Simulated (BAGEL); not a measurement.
**SiN2H5OF (SMILES N[Si](N)(O)F) at 3 levels**

We compute a comparison of 3 runs (HF/STO-3G, HF/6-31G*, HF/cc-pVDZ) of SiN2H5OF. 

Program for the calculation: BAGEL 1.2.2.

**1. The system as given**

SiN2H5OF has 10 atoms, charge 0, and is taken as a singlet. As SMILES, `N[Si](N)(O)F`. The O4–H10 distance was set to 2.107 Å, away from the relaxed value. At this shape a bond of the SMILES string is far longer than usual.

Bond lengths: N1–Si2 1.685 Å, Si2–N3 1.695 Å, Si2–O4 1.637 Å, Si2–F5 1.605 Å, N1–H6 1.004 Å, N1–H7 1.005 Å, N3–H8 1.005 Å, N3–H9 1.005 Å. Some angles: N1–Si2–N3 109.0°, N1–Si2–O4 103.8°, N1–Si2–F5 116.8°, N3–Si2–O4 119.6°, N3–Si2–F5 102.6°, O4–Si2–F5 105.7°, Si2–N1–H6 122.0°, Si2–N1–H7 121.9°, Si2–N3–H8 121.3°, Si2–N3–H9 121.7°.

**2. A single-point energy at HF/STO-3G (density fitting with cc-pvqz-jkfit) (run 1)**

input.json reads:

```json
{ "bagel" : [

{
  "title" : "molecule",
  "basis" : "sto-3g",
  "df_basis" : "cc-pvqz-jkfit",
  "angstrom" : true,
  "geometry" : [
    { "atom" : "N", "xyz" : [   -0.893180,    2.332434,    0.601386 ] },
    { "atom" : "Si", "xyz" : [   -0.413980,    0.740634,    0.327886 ] },
    { "atom" : "N", "xyz" : [   -0.966080,   -0.228066,    1.603986 ] },
    { "atom" : "O", "xyz" : [    1.193620,    0.859634,    0.041086 ] },
    { "atom" : "F", "xyz" : [   -1.031280,    0.009934,   -0.960414 ] },
    { "atom" : "H", "xyz" : [   -1.805680,    2.560134,    0.953486 ] },
    { "atom" : "H", "xyz" : [   -0.430780,    3.109034,    0.162086 ] },
    { "atom" : "H", "xyz" : [   -1.218580,   -1.190066,    1.457286 ] },
    { "atom" : "H", "xyz" : [   -0.716280,   -0.036666,    2.558686 ] },
    { "atom" : "H", "xyz" : [    2.068800,   -0.674900,   -1.106900 ] }
  ]
},
{
  "title" : "hf"
},
{
  "title" : "print",
  "file" : "orbitals.molden",
  "orbitals" : true
}

]}
```

Launch:

```sh
$ BAGEL_NUM_THREADS=1 BAGEL input.json > input.out
```

Log:

```text
* using 1 threads per process

  ===============================================================
  ===============================================================

  *** Geometry ***

  { "atom" : "N", "xyz" : [     -1.687866,      4.407661,      1.136455 ] },
  { "atom" : "Si", "xyz" : [     -0.782309,      1.399595,      0.619615 ] },
  { "atom" : "N", "xyz" : [     -1.825627,     -0.430982,      3.031094 ] },
  { "atom" : "O", "xyz" : [      2.255615,      1.624473,      0.077641 ] },
  { "atom" : "F", "xyz" : [     -1.948837,      0.018773,     -1.814919 ] },
  { "atom" : "H", "xyz" : [     -3.412241,      4.837952,      1.801827 ] },
  { "atom" : "H", "xyz" : [     -0.814056,      5.875223,      0.306298 ] },
  { "atom" : "H", "xyz" : [     -2.302782,     -2.248899,      2.753871 ] },
  { "atom" : "H", "xyz" : [     -1.353573,     -0.069289,      4.835216 ] },
  { "atom" : "H", "xyz" : [      3.909465,     -1.275376,     -2.091738 ] },

  Number of auxiliary basis functions:      827

  Since a DF basis is specified, we compute 2- and 3-index integrals:
    o Being stored without compression. Storage requirement is 0.008 GB

  Number of basis functions:       34
  Number of electrons      :       50

    * METHOD: MOLECULE                             0.80

  *** RHF ***

  === Nuclear Repulsion ===
   261.8324616355

      * DIIS with orbital gradients will be used.

  === RHF iteration (sto-3g) ===
      0       -567.33359456          0.02263548           0.08
      1       -567.33916869          0.02658162           0.07
      2       -567.62885595          0.00177014           0.07
      3       -567.63060714          0.00070801           0.07
      4       -567.63091809          0.00015364           0.07
      5       -567.63093844          0.00006560           0.08
      6       -567.63094389          0.00003923           0.07
      7       -567.63094651          0.00001949           0.07
      8       -567.63094732          0.00000361           0.07
      9       -567.63094734          0.00000115           0.07
     10       -567.63094734          0.00000072           0.09
     11       -567.63094734          0.00000044           0.07
     12       -567.63094734          0.00000034           0.07
     13       -567.63094734          0.00000018           0.07
     14       -567.63094734          0.00000006           0.07
     15       -567.63094734          0.00000002           0.07
     16       -567.63094734          0.00000001           0.07
     17       -567.63094734          0.00000001           0.07
    * SCF iteration converged.

    * Permanent dipole moment:
           (    0.197934,    -0.051850,    -0.333468) a.u.

    * METHOD: HF                                   1.49

    * METHOD: PRINT                                0.01

  ===============================================================
```

It took 2.8 s on 1 thread of AMD EPYC 7R43 (Zen 3), shared host; peak memory 0.087 GiB.

**3. The energy at HF/6-31G(d) (density fitting with cc-pvqz-jkfit, spherical functions) (run 2)**

job.json reads:

```json
{ "bagel" : [

{
  "title" : "molecule",
  "basis" : "6-31gs.json",
  "df_basis" : "cc-pvqz-jkfit",
  "angstrom" : true,
  "geometry" : [
    { "atom" : "N", "xyz" : [   -0.893180,    2.332434,    0.601386 ] },
    { "atom" : "Si", "xyz" : [   -0.413980,    0.740634,    0.327886 ] },
    { "atom" : "N", "xyz" : [   -0.966080,   -0.228066,    1.603986 ] },
    { "atom" : "O", "xyz" : [    1.193620,    0.859634,    0.041086 ] },
    { "atom" : "F", "xyz" : [   -1.031280,    0.009934,   -0.960414 ] },
    { "atom" : "H", "xyz" : [   -1.805680,    2.560134,    0.953486 ] },
    { "atom" : "H", "xyz" : [   -0.430780,    3.109034,    0.162086 ] },
    { "atom" : "H", "xyz" : [   -1.218580,   -1.190066,    1.457286 ] },
    { "atom" : "H", "xyz" : [   -0.716280,   -0.036666,    2.558686 ] },
    { "atom" : "H", "xyz" : [    2.068800,   -0.674900,   -1.106900 ] }
  ]
},
{
  "title" : "hf"
},
{
  "title" : "print",
  "file" : "orbitals.molden",
  "orbitals" : true
}

]}
```

The basis set 6-31G* is read from a file made from the Basis Set Exchange's data (not shown).

Launch:

```sh
$ BAGEL_NUM_THREADS=1 BAGEL job.json > job.out
```

Log:

```text
* using 1 threads per process

  ===============================================================
  ===============================================================

  *** Geometry ***

  { "atom" : "N", "xyz" : [     -1.687866,      4.407661,      1.136455 ] },
  { "atom" : "Si", "xyz" : [     -0.782309,      1.399595,      0.619615 ] },
  { "atom" : "N", "xyz" : [     -1.825627,     -0.430982,      3.031094 ] },
  { "atom" : "O", "xyz" : [      2.255615,      1.624473,      0.077641 ] },
  { "atom" : "F", "xyz" : [     -1.948837,      0.018773,     -1.814919 ] },
  { "atom" : "H", "xyz" : [     -3.412241,      4.837952,      1.801827 ] },
  { "atom" : "H", "xyz" : [     -0.814056,      5.875223,      0.306298 ] },
  { "atom" : "H", "xyz" : [     -2.302782,     -2.248899,      2.753871 ] },
  { "atom" : "H", "xyz" : [     -1.353573,     -0.069289,      4.835216 ] },
  { "atom" : "H", "xyz" : [      3.909465,     -1.275376,     -2.091738 ] },

  Number of auxiliary basis functions:      827

  Since a DF basis is specified, we compute 2- and 3-index integrals:
    o Being stored without compression. Storage requirement is 0.047 GB

  Number of basis functions:       84
  Number of electrons      :       50

    * METHOD: MOLECULE                             1.12

  *** RHF ***

  === Nuclear Repulsion ===
   261.8324616355

      * DIIS with orbital gradients will be used.

  === RHF iteration (6-31gs.json) ===
      0       -574.41033162          0.02879553           0.20
      1       -574.44632437          0.02877208           0.18
      2       -574.93184809          0.00661101           0.22
      3       -574.95871215          0.00164132           0.20
      4       -574.96114371          0.00047871           0.19
      5       -574.96145354          0.00019528           0.20
      6       -574.96149880          0.00007149           0.19
      7       -574.96150563          0.00002409           0.23
      8       -574.96150631          0.00000996           0.23
      9       -574.96150647          0.00000686           0.25
     10       -574.96150661          0.00000508           0.20
     11       -574.96150674          0.00000245           0.20
     12       -574.96150678          0.00000122           0.22
     13       -574.96150679          0.00000085           0.19
     14       -574.96150679          0.00000057           0.21
     15       -574.96150679          0.00000030           0.20
     16       -574.96150679          0.00000012           0.19
     17       -574.96150679          0.00000007           0.19
     18       -574.96150679          0.00000004           0.24
     19       -574.96150679          0.00000002           0.21
     20       -574.96150679          0.00000001           0.21
     21       -574.96150679          0.00000001           0.21
    * SCF iteration converged.

    * Permanent dipole moment:
           (   -0.160600,     0.355280,    -0.240269) a.u.

    * METHOD: HF                                   5.03

    * METHOD: PRINT                                0.06

  ===============================================================
```

Wall time 6.9 s (1 thread of AMD EPYC 7R43 (Zen 3), shared host); peak memory 0.18 GiB.

**4. A single-point energy at HF/cc-pVDZ (density fitting with cc-pvqz-jkfit) (run 3)**

job.json: that of step 3 with these lines changed.

```diff
@@ -4,3 +4,3 @@
   "title" : "molecule",
-  "basis" : "6-31gs.json",
+  "basis" : "cc-pvdz.json",
   "df_basis" : "cc-pvqz-jkfit",
@@ -20,10 +20,4 @@
 },
-{
-  "title" : "hf"
-},
-{
-  "title" : "print",
-  "file" : "orbitals.molden",
-  "orbitals" : true
-}
+{ "title" : "hf" },
+{ "title" : "print", "file" : "orbitals.molden", "orbitals" : true }
```

The basis set cc-pVDZ is read from a file made from the Basis Set Exchange's data (not shown).

Launch:

```sh
$ BAGEL_NUM_THREADS=1 BAGEL job.json > job.out
```

Log:

```text
* using 1 threads per process

  ===============================================================
  ===============================================================

  *** Geometry ***

  { "atom" : "N", "xyz" : [     -1.687866,      4.407661,      1.136455 ] },
  { "atom" : "Si", "xyz" : [     -0.782309,      1.399595,      0.619615 ] },
  { "atom" : "N", "xyz" : [     -1.825627,     -0.430982,      3.031094 ] },
  { "atom" : "O", "xyz" : [      2.255615,      1.624473,      0.077641 ] },
  { "atom" : "F", "xyz" : [     -1.948837,      0.018773,     -1.814919 ] },
  { "atom" : "H", "xyz" : [     -3.412241,      4.837952,      1.801827 ] },
  { "atom" : "H", "xyz" : [     -0.814056,      5.875223,      0.306298 ] },
  { "atom" : "H", "xyz" : [     -2.302782,     -2.248899,      2.753871 ] },
  { "atom" : "H", "xyz" : [     -1.353573,     -0.069289,      4.835216 ] },
  { "atom" : "H", "xyz" : [      3.909465,     -1.275376,     -2.091738 ] },

  Number of auxiliary basis functions:      827

  Since a DF basis is specified, we compute 2- and 3-index integrals:
    o Being stored without compression. Storage requirement is 0.065 GB

  Number of basis functions:       99
  Number of electrons      :       50

    * METHOD: MOLECULE                             1.14

  *** RHF ***

  === Nuclear Repulsion ===
   261.8324616355

      * DIIS with orbital gradients will be used.

  === RHF iteration (cc-pvdz.json) ===
      0       -574.37829612          0.02129275           0.24
      1       -574.43034692          0.02228478           0.22
      2       -574.95468337          0.00507270           0.25
      3       -574.98124760          0.00136848           0.22
      4       -574.98424570          0.00035475           0.23
      5       -574.98455191          0.00012672           0.24
      6       -574.98459264          0.00005319           0.21
      7       -574.98460117          0.00001746           0.24
      8       -574.98460183          0.00000849           0.26
      9       -574.98460205          0.00000558           0.22
     10       -574.98460219          0.00000440           0.24
     11       -574.98460229          0.00000285           0.23
     12       -574.98460234          0.00000147           0.24
     13       -574.98460235          0.00000090           0.22
     14       -574.98460235          0.00000065           0.21
     15       -574.98460236          0.00000045           0.23
     16       -574.98460236          0.00000024           0.25
     17       -574.98460236          0.00000018           0.21
     18       -574.98460236          0.00000008           0.23
     19       -574.98460236          0.00000004           0.23
     20       -574.98460236          0.00000003           0.22
     21       -574.98460236          0.00000002           0.25
     22       -574.98460236          0.00000001           0.23
     23       -574.98460236          0.00000001           0.23
     24       -574.98460236          0.00000001           0.23
    * SCF iteration converged.

    * Permanent dipole moment:
           (   -0.149397,     0.302526,    -0.319203) a.u.

    * METHOD: HF                                   6.29

    * METHOD: PRINT                                0.06

  ===============================================================
```

It took 8.1 s on 1 thread of AMD EPYC 7R43 (Zen 3), shared host; peak memory 0.21 GiB.

**5. Overview of the runs**

```
run                                                                level  energy (Eh)  dipole moment (D)  HOMO energy (eV)  LUMO energy (eV)  wall time
  1                       HF/STO-3G (density fitting with cc-pvqz-jkfit)  -567.630947               0.99             -6.91              2.81      2.8 s
  2  HF/6-31G* (density fitting with cc-pvqz-jkfit, spherical functions)  -574.961507               1.16            -10.89             -1.55      6.9 s
  3                      HF/cc-pVDZ (density fitting with cc-pvqz-jkfit)  -574.984602               1.18            -10.92             -1.65      8.1 s
```

**6. Results**

| quantity | value |
| --- | --- |
| run 3: total energy | -574.98460 Eh |
| run 3: dipole moment | 1.18 D |
| run 3: HOMO energy | -10.92 eV |
| run 3: LUMO energy | -1.65 eV |
| run 3: HOMO–LUMO gap | 9.27 eV |

The dipole moment (its size) runs from 0.99 D (HF/STO-3G) to 1.18 D (HF/cc-pVDZ). The HOMO–LUMO gap runs from 9.27 eV (HF/cc-pVDZ) to 9.72 eV (HF/STO-3G). In run 1 the basis is minimal, so the values are rough. In runs 1, 2, 3 a closed-shell determinant meets a far-stretched bond, which it describes badly. All runs together took 18 s, the longest 8.1 s.
